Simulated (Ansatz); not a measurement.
# C2H7GeIO: the cost of one run

Program: Ansatz 0.2.0. Level of theory: RKS B3LYP/def2-SVP. These are calculated values, not measurements.

### Step 1. The structure to begin with

Bond lengths: Ge1–C2 1.919 Å, C2–O3 1.424 Å, O3–C4 1.398 Å, C4–I5 2.131 Å, Ge1–H6 1.580 Å, Ge1–H7 1.504 Å, Ge1–H8 1.588 Å, C2–H9 1.082 Å, C2–H10 1.134 Å, C4–H11 1.179 Å, C4–H12 1.059 Å. Angles (14 of 19 angles, heavy atoms first): Ge1–C2–O3 110.8°, C2–O3–C4 110.7°, O3–C4–I5 108.9°, Ge1–C2–H9 109.7°, Ge1–C2–H10 106.4°, O3–C2–H9 114.9°, O3–C2–H10 109.1°, C2–Ge1–H6 109.6°, C2–Ge1–H7 111.8°, C2–Ge1–H8 107.2°, O3–C4–H11 105.5°, O3–C4–H12 114.7°, I5–C4–H11 105.0°, I5–C4–H12 110.2°.

As a file:

```xyz
12

Ge   -1.0782   -0.8923    1.1127
C     0.6743   -0.2662    0.6447
O     0.6039    1.0033    0.0035
C     0.6444    0.8586   -1.3867
I     0.3008    2.7594   -2.2873
H    -1.9532   -1.0478   -0.1937
H    -1.0235   -2.1770    1.8937
H    -1.7714    0.2511    1.9693
H     1.1974   -1.0310    0.0860
H     1.2459   -0.1599    1.6179
H    -0.3024    0.2143   -1.6650
H     1.5390    0.4322   -1.7611
```

### Step 2. Relaxing end A

input.yaml reads:

```yaml
crystal:
  periodic: [false, false, false]
  atoms:
    - { symbol: Ge, position_ang: [-1.0782, -0.8923, 1.1127] }
    - { symbol: C, position_ang: [0.6743, -0.2662, 0.6447] }
    - { symbol: O, position_ang: [0.6039, 1.0033, 0.0035] }
    - { symbol: C, position_ang: [0.6444, 0.8586, -1.3867] }
    - { symbol: I, position_ang: [0.3008, 2.7594, -2.2873] }
    - { symbol: H, position_ang: [-1.9532, -1.0478, -0.1937] }
    - { symbol: H, position_ang: [-1.0235, -2.177, 1.8937] }
    - { symbol: H, position_ang: [-1.7714, 0.2511, 1.9693] }
    - { symbol: H, position_ang: [1.1974, -1.031, 0.086] }
    - { symbol: H, position_ang: [1.2459, -0.1599, 1.6179] }
    - { symbol: H, position_ang: [-0.3024, 0.2143, -1.665] }
    - { symbol: H, position_ang: [1.539, 0.4322, -1.7611] }
basis:
  gaussian: { orbitals: def2-SVP }
hamiltonian:
  xc: b3lyp
relax:
  f_tol: 0.015
  max_steps: 40
output:
  orbitals: {}
```

Command:

```sh
ansatz run input.yaml --threads 2 --pin off --max-ram 3072MiB --backend cpu --events-out ev --progress --plain --runs-dir out
```

What time and memory should one allow on 2 threads of Intel Xeon 6975P-C (Granite Rapids), shared host?

About 34 s, with a peak of 0.45 GiB.
